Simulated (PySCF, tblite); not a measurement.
**C2H12Si4: geometry, infrared bands and NMR shifts**

Aim: predict the infrared bands and NMR shifts of C2H12Si4 (`C[Si@@H]1[SiH2]C[Si@@H]1[SiH3]`).

The runs use tblite 0.8.0 and PySCF 2.14.0, with density-fitted response routines of our own; the level of theory stands in each step. All values are computed, except where a source is named. Atoms are numbered from 0 throughout.

### Step 1. The molecule as given

18 atoms, charge 0, multiplicity 1; geometry from: force field or distance geometry start.

Bonds of the start (Å): C0–Si1 1.83, Si1–Si2 2.28, Si2–C3 1.89, C3–Si4 1.89, Si4–Si5 2.26, Si4–Si1 2.28, C0–H6 1.10, C0–H7 1.10, C0–H8 1.09, Si1–H9 1.48, Si2–H10 1.49, Si2–H11 1.49, C3–H12 1.11, C3–H13 1.10, Si4–H14 1.49, Si5–H15 1.50, Si5–H16 1.49, Si5–H17 1.49.

### Step 2. Relaxing the molecule with GFN2-xTB

The job: settings as JSON, then the geometry in Å.

```
{"job": {"kind": "relax", "xc": "GFN2-xTB", "basis": "xTB"}, "charge": 0, "multiplicity": 1}
C     -0.130700     2.272600     0.008600
Si    -0.487900     0.869400    -1.107700
Si    -2.183200    -0.449500    -0.353600
C     -0.940500    -1.393900     0.714900
Si     0.505200    -1.079500    -0.465600
Si     2.488000    -0.735100     0.558200
H     -0.866900     3.083500    -0.137600
H     -0.165200     2.003000     1.072700
H      0.855700     2.698900    -0.181300
H     -0.468000     1.171200    -2.551400
H     -3.212100     0.277700     0.444800
H     -2.790000    -1.297200    -1.421200
H     -0.808700    -0.942400     1.718000
H     -1.180800    -2.459500     0.848700
H      0.542600    -2.067200    -1.576600
H      2.330200     0.273400     1.654700
H      3.003600    -1.990600     1.166200
H      3.499900    -0.228400    -0.403600
```

Started as:

```
$ OMP_NUM_THREADS=1 python probes_run.py task.json out
```

One launch serves the whole session: the jobs run in the order shown.

**Question.** This job is followed by: GFN2-xTB harmonic vibrations, gas phase; GIAO PBE0/pcSseg-1 NMR shielding, non-relativistic, gas phase. Predict these results of the whole session: strongest single infrared mode (GFN2-xTB); zero-point energy (GFN2-xTB); 13C shifts against TMS (PBE0/pcSseg-1); 1H shifts against TMS (PBE0/pcSseg-1, means over atoms taken as alike); 29Si shifts against TMS (PBE0/pcSseg-1).

The runs gave:

| quantity | value |
| --- | --- |
| strongest single infrared mode (GFN2-xTB) | 783 cm⁻¹, 757 km/mol |
| zero-point energy (GFN2-xTB) | 75.1 kcal/mol |
| 13C shifts against TMS (PBE0/pcSseg-1) | -5.3, -11.0 ppm |
| 1H shifts against TMS (PBE0/pcSseg-1, means over atoms taken as alike) | 5.16, 4.87, 4.74, 4.70, 3.56, 0.76, 0.42, 0.36 ppm |
| 29Si shifts against TMS (PBE0/pcSseg-1) | -30.0, -50.0, -60.3, -116.0 ppm |

**Reading.** The optimisation took 134 steps and gained 0.676 eV; among the close pairs (by a distance rule), Si1–Si4 changed most, from 2.280 to 2.366 Å. All 48 modes are real, so the xTB geometry is a minimum. The strongest single mode, at 783 cm⁻¹, has its largest shares on H17, H16 and H15 (the list is cut at 3 atoms). Unscaled tight-binding wavenumbers are off by several per cent, some by more. Its intensities can rank the bands wrongly. At PBE0/pcSseg-1: The widest tensor belongs to Si1: span 137 ppm, with a paramagnetic part of -502 ppm.
